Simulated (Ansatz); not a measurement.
# BrClF3HZr: the cost of one run

Method: RKS B3LYP-D4/def2-SVP, in Ansatz 0.2.0.

**1. The starting structure**

Bond lengths: Zr1–Cl2 2.870 Å, Zr1–F3 1.980 Å, Zr1–F4 1.979 Å, Zr1–F5 1.979 Å, Zr1–Br6 3.000 Å. Angles: Cl2–Zr1–F3 109.4°, Cl2–Zr1–F4 109.5°, Cl2–Zr1–F5 109.5°, Cl2–Zr1–Br6 71.6°, F3–Zr1–F4 109.5°, F3–Zr1–F5 109.5°, F3–Zr1–Br6 178.9°, F4–Zr1–F5 109.5°, F4–Zr1–Br6 70.0°, F5–Zr1–Br6 70.0°.

Coordinates:

```xyz
7

Zr    0.0000    0.0000    0.0000
Cl    0.0000    0.0000    2.8700
F     1.8671    0.0000   -0.6593
F    -0.9326    1.6157   -0.6593
F    -0.9326   -1.6157   -0.6593
Br   -2.8470    0.0000    0.9460
H    -1.5885    0.0000    2.3396
```

**2. Pulling towards end A**

Springs on the bonds that form and break draw the guess towards this end; the thresholds are loose.

The input, input.yaml:

```yaml
crystal:
  periodic: [false, false, false]
  atoms:
    - { symbol: Zr, position_ang: [0.0, 0.0, 0.0] }
    - { symbol: Cl, position_ang: [0.0, 0.0, 2.87] }
    - { symbol: F, position_ang: [1.8671, 0.0, -0.6593] }
    - { symbol: F, position_ang: [-0.9326, 1.6157, -0.6593] }
    - { symbol: F, position_ang: [-0.9326, -1.6157, -0.6593] }
    - { symbol: Br, position_ang: [-2.847, 0.0, 0.946] }
    - { symbol: H, position_ang: [-1.5885, 0.0, 2.3396] }
basis:
  gaussian: { orbitals: def2-SVP }
hamiltonian:
  xc: b3lyp
  dispersion: d4
relax:
  f_tol: 0.15
  max_steps: 25
  restrain:
    - { distance: [0, 5], at: 3.9, k: 30.0 }
    - { distance: [6, 1], at: 2.57, k: 30.0 }
    - { distance: [0, 1], at: 2.52, k: 30.0 }
    - { distance: [6, 5], at: 1.55, k: 30.0 }
```

The run is started by

```console
$ ansatz run input.yaml --threads 4 --pin off --max-ram 5120MiB --backend cpu --events-out ev --progress --plain --runs-dir out
```

**Question.** How long does this run take on 4 threads of Arm Neoverse V2, shared host, and how much memory does it need?

About 22 s, with a peak of 0.37 GiB.
